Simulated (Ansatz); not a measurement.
Crystal: BaY.

```xyz
2
Lattice="4.4204 0.0000 0.0000 0.0000 4.4204 0.0000 0.0000 0.0000 4.4204" Properties=species:S:1:pos:R:3 pbc="T T T"
Ba    0.0000    0.0000    0.0000
Y     2.2102    2.2102    2.2102
```

The cell was built by a generator and needn't be a form met in nature.

Base run:

* Program: Ansatz 0.2.0
* Functional: r2SCAN
* Potentials or basis: Ansatz PAW
* Cutoff: 500 eV (not typed: the program's choice for these potentials)
* k mesh: 6 × 6 × 6
* Occupations: fermi-dirac, width 0.05 eV
* Spin: no spin polarisation

Its results: band gap on the k mesh none (metal or under the smearing width); pressure 0.1 GPa.

Question: After a change of settings the same cell gave: band gap on the k mesh none (metal or under the smearing width); pressure 0.9 GPa. Which change was it?
A. functional from r2SCAN to RPBE; cutoff from 500 eV (not typed: the program's choice for these potentials) to 420 eV (not typed: the program's choice for these potentials)
B. functional from r2SCAN to PBEsol; cutoff from 500 eV (not typed: the program's choice for these potentials) to 420 eV (not typed: the program's choice for these potentials)
C. functional from r2SCAN to LDA; cutoff from 500 eV (not typed: the program's choice for these potentials) to 420 eV (not typed: the program's choice for these potentials)

Answer: A.

Caveats: spin-orbit coupling is left out, which moves the levels of the heavy elements; the PAW data sets come from PBE, with cores solved anew for the run's functional, which leaves a small shift of forces and pressure.

Runs at the PBE level aren't shown here.
